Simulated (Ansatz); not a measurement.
# Mg3BiSb: the cost of one run

The runs shown are made with Ansatz 0.2.0. PAW datasets, plane waves. (Simulation; spin polarisation is off.)

## Step 1: The system as given

The unstrained cell was relaxed with r2SCAN; in each strained cell the atoms were relaxed again with r2SCAN. Names of k-points are those of the unstrained zone, where strain can split equivalent points. First state: no strain.

The symmetry is P3m1 (No. 156, trigonal); a = 4.616 Å, c = 7.322 Å in the conventional setting, 27.02 Å³ an atom. Around Mg lie 3 Sb at 3.13 Å and 3 Bi at 3.15 Å; around Mg lie 3 Sb at 2.85 Å and 1 Bi at 3.01 Å; around Mg lie 3 Bi at 2.88 Å and 1 Sb at 2.92 Å and 3 Mg at 3.29 Å; around Sb lie 7 Mg at 2.85–3.13 Å; around Bi lie 7 Mg at 2.88–3.15 Å.

Structure file:

```
Mg Sb Bi
1.0
     4.61611    0.00000    0.00000
    -2.30806    3.99767    0.00000
     0.00000    0.00000    7.32205
Mg Sb Bi
3 1 1
Cartesian
  0.0000 0.0000 0.0365
  0.0000 2.6651 2.6679
  2.3081 1.3326 4.5916
  2.3081 1.3326 1.6699
  0.0000 2.6651 5.6782
```

## Step 2: No strain: PBE

input.yaml reads:

```yaml
crystal:
  lattice:
    - [4.6161112644, 0.0, 0.0]
    - [-2.3080556322, 3.9976696216, 0.0]
    - [0.0, 0.0, 7.3220464635]
  atoms:
    - { symbol: Mg, position: [0.0, 0.0, 0.0049908389] }
    - { symbol: Mg, position: [0.3333333333, 0.6666666667, 0.3643664169] }
    - { symbol: Mg, position: [0.6666666667, 0.3333333333, 0.627093886] }
    - { symbol: Sb, position: [0.6666666667, 0.3333333333, 0.2280596356] }
    - { symbol: Bi, position: [0.3333333333, 0.6666666667, 0.7754892228] }
kpoints:
  mp_grid: { grid: [6, 6, 4] }
  band_path:
    path:
      - [0.0, 0.0, 0.0]
      - [0.5, 0.0, 0.0]
      - [0.3333333333, 0.3333333333, 0.0]
      - [0.0, 0.0, 0.5]
      - [0.5, 0.0, 0.5]
      - [0.3333333333, 0.3333333333, 0.5]
      - [-0.03125, 0.010417, 0.0]
      - [0.0, 0.416667, -0.341146]
    npoints: 1
hamiltonian:
  xc: pbe
scf:
  occupations: { method: fermi_dirac, width: 0.02 }
  n_extra_bands: 5
output:
  forces: true
  stress: true
  eigenvalues: true
  write_density: true
  write_potential: true
  elf: true
  volumetric_format: npy
```

Command:

```
$ ansatz run input.yaml --threads 4 --pin off --max-ram 4608MiB --backend cpu --events-out ev --progress --plain --runs-dir out
```

What time and memory should one allow on 4 threads of Arm Neoverse V1, shared host?

About 4.7 s, with a peak of 0.46 GiB.
